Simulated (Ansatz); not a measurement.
# C: the cost of one run

Method: DFT LDA, scalar-relativistic, plane waves, PAW, in Ansatz 0.2.0.

A COD entry behind a cell of this session may itself be a prediction, so a difference from it is no test against experiment.

16 further runs of the same task are left out: 16 set aside as unsound or not needed.

## Step 1: The structure to begin with

The structure is hexagonal, space group P6_3/mmc (No. 194). The conventional cell has a = 2.492 Å, b = 2.492 Å, c = 12.292 Å, α = 90.00°, β = 90.00°, γ = 120.00°. C (site symmetry 3m) has 4 C at 1.53 to 1.55 Å as nearest neighbours. Around C (site symmetry 3m) lie 4 C at 1.53 Å.

Coordinates:

```cif
data_structure
_symmetry_space_group_name_H-M 'P 1'
_symmetry_Int_Tables_number 1
_cell_length_a 2.4921
_cell_length_b 2.4921
_cell_length_c 12.2918
_cell_angle_alpha 90.000
_cell_angle_beta 90.000
_cell_angle_gamma 120.000
_cell_volume 66.11
loop_
_atom_site_label
_atom_site_type_symbol
_atom_site_fract_x
_atom_site_fract_y
_atom_site_fract_z
_atom_site_occupancy
C1 C 0.00000 0.00000 0.18686 1
C2 C 0.00000 0.00000 0.68686 1
C3 C 0.00000 0.00000 0.31314 1
C4 C 0.00000 0.00000 0.81314 1
C5 C 0.33333 0.66667 0.52077 1
C6 C 0.66667 0.33333 0.02077 1
C7 C 0.33333 0.66667 0.97923 1
C8 C 0.66667 0.33333 0.47923 1
C9 C 0.33333 0.66667 0.64506 1
C10 C 0.66667 0.33333 0.14506 1
C11 C 0.33333 0.66667 0.85494 1
C12 C 0.66667 0.33333 0.35494 1
```

It is the result of an earlier relaxation at this level (volume 5.51 Å³/atom; gap on the mesh: 4.51 eV).

## Step 2: What is varied

The energy is mapped over the lattice constants a and c of the conventional cell.

- lattice constant a (and b): 7 values from 2.318 to 2.667 Å
- lattice constant c: 7 values from 11.677 to 12.906 Å

Nothing else is relaxed (fractional coordinates fixed). Energies count from the relaxed crystal. Points are written as (first, second).

## Step 3: Grid point (2.318 Å, 11.677 Å)

input.yaml

```yaml
crystal:
  lattice:
    - [2.3177, 0.0, 0.0]
    - [-1.15885, 2.0071870784, 0.0]
    - [0.0, 0.0, 11.6772]
  atoms:
    - { symbol: C, position: [0.0, 0.0, 0.1868599868] }
    - { symbol: C, position: [0.0, 0.0, 0.6868599868] }
    - { symbol: C, position: [0.0, 0.0, 0.3131400132] }
    - { symbol: C, position: [0.0, 0.0, 0.8131400132] }
    - { symbol: C, position: [0.3333333333, 0.6666666667, 0.5207718743] }
    - { symbol: C, position: [0.6666666667, 0.3333333333, 0.0207718743] }
    - { symbol: C, position: [0.3333333333, 0.6666666667, 0.9792281257] }
    - { symbol: C, position: [0.6666666667, 0.3333333333, 0.4792281257] }
    - { symbol: C, position: [0.3333333333, 0.6666666667, 0.6450609412] }
    - { symbol: C, position: [0.6666666667, 0.3333333333, 0.1450609412] }
    - { symbol: C, position: [0.3333333333, 0.6666666667, 0.8549390588] }
    - { symbol: C, position: [0.6666666667, 0.3333333333, 0.3549390588] }
basis:
  ecutwfc: 520.0
kpoints:
  mp_grid: { grid: [12, 12, 2] }
hamiltonian:
  xc: lda
  pseudopotentials: { kind: paw, azcp: { folder: soft_1 } }
scf:
  occupations: { method: gaussian, width: 0.05 }
output:
  forces: true
  stress: true
  eigenvalues: true
```

Launch:

```console
$ ansatz run input.yaml --threads 2 --pin off --max-ram 4096MiB --backend cpu --events-out ev --progress --plain --runs-dir out
```

Q: Estimate wall time and peak memory on 2 threads of Arm Neoverse N1, shared host.

About 5.2 s, with a peak of 0.35 GiB.
